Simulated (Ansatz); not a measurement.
# CH₅GaO₂: basis-set convergence

One table from this session's results is given with a row withheld; the runs are named, their logs left out.

Computed with Ansatz 0.2.0, Gaussian basis. Level: one geometry, several basis sets.

The runs, in order: PBE0-D4/def2-SVP; ωB97M-V/def2-SVP; PBE0-D4/def2-QZVPP; ωB97M-V/def2-QZVPP; the functionals' def2-TZVPP values are taken from earlier runs.

**Structure used throughout**

An earlier PBE0-D4 in a triple-zeta def2 set relaxation fixed the geometry.

SMILES `[CH3][Ga]([OH])[OH]`, 9 atoms, charge 0, spin multiplicity 1.

Atoms are counted from 1 here; the program's logs count them from 0.

Bond lengths: C1–Ga2 1.941 Å, C1–H5 1.090 Å, C1–H6 1.091 Å, C1–H7 1.091 Å, Ga2–O3 1.791 Å, Ga2–O4 1.791 Å, O3–H8 0.959 Å, O4–H9 0.959 Å. Angles: Ga2–C1–H5 110.5°, Ga2–C1–H6 109.9°, Ga2–C1–H7 110.2°, H5–C1–H6 108.9°, H5–C1–H7 109.4°, H6–C1–H7 107.9°, C1–Ga2–O3 121.3°, C1–Ga2–O4 121.2°, O3–Ga2–O4 117.5°, Ga2–O3–H8 115.4°, Ga2–O4–H9 115.3°.

Geometry (Å):

```xyz
9
CH5GaO2
C     0.1395    0.7406   -1.3856
Ga   -0.0223   -0.1804    0.3149
O     0.2379   -1.9475    0.4432
O    -0.4357    0.7068    1.8148
H     0.2598    0.0245   -2.1979
H     1.0053    1.4049   -1.3681
H    -0.7466    1.3499   -1.5688
H     0.1412   -2.3145    1.3236
H    -0.4907    0.1696    2.6070
```

Set-up of the first run:

Contents of in.yaml:

```yaml
crystal:
  periodic: [false, false, false]
  atoms:
    - {symbol: C, position_ang: [0.139485, 0.740573, -1.385607]}
    - {symbol: Ga, position_ang: [-0.022304, -0.180408, 0.314934]}
    - {symbol: O, position_ang: [0.237878, -1.947537, 0.443198]}
    - {symbol: O, position_ang: [-0.435670, 0.706754, 1.814801]}
    - {symbol: H, position_ang: [0.259764, 0.024460, -2.197885]}
    - {symbol: H, position_ang: [1.005296, 1.404870, -1.368073]}
    - {symbol: H, position_ang: [-0.746583, 1.349900, -1.568842]}
    - {symbol: H, position_ang: [0.141200, -2.314485, 1.323616]}
    - {symbol: H, position_ang: [-0.490666, 0.169572, 2.606956]}
basis:
  gaussian: {orbitals: def2-SVP}
hamiltonian: {xc: pbe0, dispersion: d4}
output: {orbitals: {seedname: orbitals}}
```

The run is started by

```bash
$ ansatz run in.yaml --threads 4 --pin off --events-out ev --progress --plain --max-ram 10444MiB
```

Among the steps run: PBE0-D4 in def2-SVP; ωB97M-V in def2-SVP; PBE0-D4 in def2-QZVPP; ωB97M-V in def2-QZVPP.

One of the session's tables, all rows but one given; the rest of the session is left out.

It belongs to the step «Density functionals: the series». 

```
functional       basis  HOMO (eV)  LUMO (eV)
   PBE0-D4    def2-SVP          ?          ?
   PBE0-D4  def2-TZVPP      -8.53      -0.23
   PBE0-D4  def2-QZVPP      -8.60      -0.52
   ωB97M-V    def2-SVP     -10.72       1.74
   ωB97M-V  def2-TZVPP     -11.02       1.39
   ωB97M-V  def2-QZVPP     -11.10       0.87
```

Q: Estimate the row for PBE0-D4, def2-SVP from the others.

As computed: HOMO (eV): -8.25; LUMO (eV): 0.04. In the column «HOMO (eV)» it is the highest.
